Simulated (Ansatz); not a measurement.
Geometry optimisation, DFT LDA, scalar-relativistic, plane waves, PAW in Ansatz 0.2.0.

The input (input.yaml):

```yaml
crystal:
  lattice:
    - [5.048742, 0.0, 0.0]
    - [2.524371, 4.372339, 0.0]
    - [0.0, 0.0, 15.776426]
  atoms:
    - { symbol: H, position: [0.16666668, 0.16666667, 0.06338571] }
    - { symbol: H, position: [0.66666673, 0.16666667, 0.06338571] }
    - { symbol: H, position: [0.16666669, 0.6666667, 0.06338571] }
    - { symbol: H, position: [0.66666673, 0.6666667, 0.06338571] }
    - { symbol: C, position: [0.16666668, 0.16666667, 0.13311] }
    - { symbol: C, position: [0.66666673, 0.16666667, 0.13311] }
    - { symbol: C, position: [0.16666669, 0.6666667, 0.13311] }
    - { symbol: C, position: [0.66666673, 0.6666667, 0.13311] }
    - { symbol: C, position: [-0.16666667, 0.33333335, 0.16577171] }
    - { symbol: C, position: [0.33333337, 0.33333335, 0.16577171] }
    - { symbol: C, position: [-0.16666666, 0.83333337, 0.16577171] }
    - { symbol: C, position: [0.33333338, 0.83333337, 0.16577171] }
    - { symbol: C, position: [-0.16666667, 0.33333335, 0.26375685] }
    - { symbol: C, position: [0.33333337, 0.33333335, 0.26375685] }
    - { symbol: C, position: [-0.16666666, 0.83333337, 0.26375685] }
    - { symbol: C, position: [0.33333338, 0.83333337, 0.26375685] }
    - { symbol: C, position: [0.0, 0.0, 0.29641857] }
    - { symbol: C, position: [0.50000004, 0.0, 0.29641857] }
    - { symbol: C, position: [1.0e-08, 0.50000002, 0.29641857] }
    - { symbol: C, position: [0.50000005, 0.50000002, 0.29641857] }
    - { symbol: H, position: [1.0e-08, 0.50000002, 0.36614285] }
    - { symbol: H, position: [0.50000005, 0.50000002, 0.36614285] }
    - { symbol: F, position: [0.33333338, 0.83333337, 0.35029642] }
    - { symbol: H, position: [-0.16666666, 0.83333337, 0.34649328] }
basis:
  ecutwfc: 420.0
kpoints:
  mp_grid: { grid: [3, 3, 1] }
hamiltonian:
  xc: lda
  pseudopotentials: { kind: paw, azcp: { folder: soft_1 } }
scf:
  occupations: { method: gaussian, width: 0.02 }
  lower_state_search: "off"
relax:
  f_tol: 0.03
  max_steps: 60
  adjacent_minimum: "off"
  constraints: [{ sites: [0, 1, 2, 3, 4, 5, 6, 7, 8, 9, 10, 11] }]
```

Command:

```bash
$ ansatz run input.yaml --threads 1 --pin off --max-ram 3072MiB --backend cpu --events-out ev --progress --plain --runs-dir out
```

Where does it end, and by what steps?

The run converged. The force dipped under the threshold on the way, but the program's further checks kept it going. Limits of this set-up: thin slab, slab without dipole correction, no dispersion correction for a molecule that may bind weakly, PAW files made for another functional. After 11 steps the energy has fallen by 11.776 eV; F23 moved furthest, 1.19 Å. The start is strongly strained (largest force component 23 eV/Å), so its close contacts needn't be bonds. Parted: C16–F23 (1.37 → 2.29 Å).

```
step  energy less start (eV)  largest force component (eV/Å)  accepted
   0                  0.0000                          22.736       yes
   1                 -5.0114                          14.646       yes
   2                 -8.0982                           8.018       yes
   3                 -9.8813                           3.610       yes
   4                -10.8851                           1.689       yes
   5                -11.3652                           1.246       yes
   6                -11.6647                           0.526       yes
   7                -11.7597                           0.260       yes
   8                -11.7720                           0.157       yes
   9                -11.7757                           0.076       yes
  10                -11.7760                           0.015       yes
  11                -11.7760                           0.015       yes
```

```xyz
24
Lattice="5.0487 0.0000 0.0000 2.5244 4.3723 0.0000 0.0000 0.0000 15.7764" Properties=species:S:1:pos:R:3
H 1.262 0.729 1.000
H 3.787 0.729 1.000
H 2.524 2.915 1.000
H 5.049 2.915 1.000
C 1.262 0.729 2.100
C 3.787 0.729 2.100
C 2.524 2.915 2.100
C 5.049 2.915 2.100
C 0.000 1.457 2.615
C 2.524 1.457 2.615
C 1.262 3.644 2.615
C 3.787 3.644 2.615
C -0.008 1.492 4.181
C 2.533 1.492 4.181
C 1.262 3.644 4.108
C 3.787 3.691 4.206
C -0.037 0.050 4.602
C 2.561 0.050 4.602
C 1.262 2.214 4.645
C 3.787 2.231 4.660
H 1.262 2.228 5.751
H 3.787 2.230 5.767
F 3.787 4.508 6.341
H 1.262 4.562 5.725
```

Whether the end is a true minimum wasn't checked by a vibrational analysis.

Run time: 60 s on 1 thread of Arm Neoverse V1, with other jobs on the host, peak memory 0.43 GiB.
